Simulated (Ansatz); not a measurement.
**AlH7N2OSi: a ladder of functionals and wavefunction methods**

The task here is to estimate one member of a computed series from the others.

Program: Ansatz 0.2.0, Gaussian basis. Level of theory: functionals in def2-TZVPP, the program's frozen cores in correlated methods. These are calculated values, not measurements.

Plan: LDA (SPW92), PBE-D4, revPBE-D4, BLYP-D4, r2SCAN-D4, B97M-V, PBE0-D4, B3LYP-D4, r2SCANh-D4, r2SCAN0-D4, HSE06-D4, BHLYP-D4, CAM-B3LYP-D4, LC-ωPBE, ωB97X-V, ωB97M-V, B2PLYP, PBE-QIDH; CCSD(T)/def2-SVP; CCSD(T)/def2-TZVPP; MP2/def2-QZVPP; extrapolation to the limit; RPA on PBE.

## Structure used throughout

The geometry comes from an earlier relaxation with PBE0-D4 in a triple-zeta def2 set; it is a stationary point, not always the lowest conformer.

SMILES `[NH2][Al]([NH2])[O][SiH3]`, 12 atoms, charge 0, spin multiplicity 1.

Atoms are counted from 1 here; the program's logs count them from 0.

Bond lengths: N1–Al2 1.762 Å, N1–H6 1.006 Å, N1–H7 1.006 Å, Al2–N3 1.762 Å, Al2–O4 1.685 Å, N3–H8 1.006 Å, N3–H9 1.006 Å, O4–Si5 1.615 Å, Si5–H10 1.489 Å, Si5–H11 1.489 Å, Si5–H12 1.489 Å. Angles: Al2–N1–H6 125.7°, Al2–N1–H7 124.0°, H6–N1–H7 110.4°, N1–Al2–N3 122.1°, N1–Al2–O4 119.0°, N3–Al2–O4 118.9°, Al2–N3–H8 125.7°, Al2–N3–H9 124.0°, H8–N3–H9 110.4°, Al2–O4–Si5 179.8°, O4–Si5–H10 110.6°, O4–Si5–H11 110.6°, O4–Si5–H12 110.5°, H10–Si5–H11 108.3°, H10–Si5–H12 108.4°, H11–Si5–H12 108.4°.

Geometry (Å):

```mol
AlH7N2OSi
  3D, bonds by distance, orders not assigned

 12 11  0  0  0  0  0  0  0  0999 V2000
   -1.5634    0.0113    1.6840 N   0  0
   -0.3078   -0.5487    0.5823 Al  0  0
    0.3228   -2.1928    0.6400 N   0  0
    0.3091    0.5215   -0.5635 O   0  0
    0.9033    1.5505   -1.6579 Si  0  0
   -1.9998   -0.5387    2.4039 H   0  0
   -1.9427    0.9430    1.6768 H   0  0
    0.0289   -2.9114    1.2792 H   0  0
    1.0404   -2.5413    0.0271 H   0  0
    0.9356    2.9356   -1.1121 H   0  0
    2.2901    1.1665   -2.0408 H   0  0
    0.0605    1.5495   -2.8852 H   0  0
  1  2  8  0
  2  3  8  0
  2  4  8  0
  4  5  8  0
  1  6  8  0
  1  7  8  0
  3  8  8  0
  3  9  8  0
  5 10  8  0
  5 11  8  0
  5 12  8  0
M  END
```

Set-up of the first run:

in.yaml

```yaml
crystal:
  periodic: [false, false, false]
  atoms:
    - {symbol: N, position_ang: [-1.563380, 0.011332, 1.683960]}
    - {symbol: Al, position_ang: [-0.307808, -0.548730, 0.582288]}
    - {symbol: N, position_ang: [0.322757, -2.192769, 0.640034]}
    - {symbol: O, position_ang: [0.309108, 0.521496, -0.563460]}
    - {symbol: Si, position_ang: [0.903313, 1.550462, -1.657870]}
    - {symbol: H, position_ang: [-1.999771, -0.538714, 2.403944]}
    - {symbol: H, position_ang: [-1.942709, 0.943048, 1.676789]}
    - {symbol: H, position_ang: [0.028878, -2.911422, 1.279213]}
    - {symbol: H, position_ang: [1.040357, -2.541286, 0.027148]}
    - {symbol: H, position_ang: [0.935611, 2.935553, -1.112100]}
    - {symbol: H, position_ang: [2.290144, 1.166473, -2.040783]}
    - {symbol: H, position_ang: [0.060500, 1.549459, -2.885161]}
basis:
  gaussian: {orbitals: def2-TZVPP}
hamiltonian: {xc: lda}
output: {orbitals: {seedname: orbitals}}
```

Steps of the session up to this table: LDA; PBE-D4 (GGA); revPBE-D4 (GGA); BLYP-D4 (GGA); r2SCAN-D4 (meta-GGA); B97M-V (meta-GGA); PBE0-D4 (hybrid); B3LYP-D4 (hybrid); r2SCANh-D4 (hybrid); r2SCAN0-D4 (hybrid); HSE06-D4 (hybrid); BHLYP-D4 (hybrid); CAM-B3LYP-D4 (range-separated); LC-ωPBE-D4 (range-separated; the results give it without D4); ωB97X-V (range-separated); ωB97M-V (range-separated); B2PLYP (double hybrid); PBE-QIDH (double hybrid).

One table of the session follows, with a row left open; its other results are not shown here.

It belongs to the step «Orbital energies across the functionals». 

```
  functional  HOMO (eV)  gap (eV)
 LDA (SPW92)      -5.80      4.62
      PBE-D4      -5.63      4.64
   revPBE-D4      -5.57      4.70
     BLYP-D4      -5.50      4.57
   r2SCAN-D4      -5.93      5.44
      B97M-V      -5.99      5.11
     PBE0-D4          ?         ?
    B3LYP-D4      -6.79      6.35
  r2SCANh-D4      -6.46      6.23
  r2SCAN0-D4      -7.26      7.40
    HSE06-D4      -6.64      6.11
    BHLYP-D4      -8.37      8.91
CAM-B3LYP-D4      -8.49      9.18
     LC-ωPBE      -9.95     11.91
     ωB97X-V      -9.54     11.25
     ωB97M-V      -9.44     10.78
```

Estimate the missing values for PBE0-D4.

**Answer.** HOMO (eV): -7.05; gap (eV): 6.89. In the column «HOMO (eV)» it lies between r2SCAN0-D4 (-7.26) and B3LYP-D4 (-6.79).
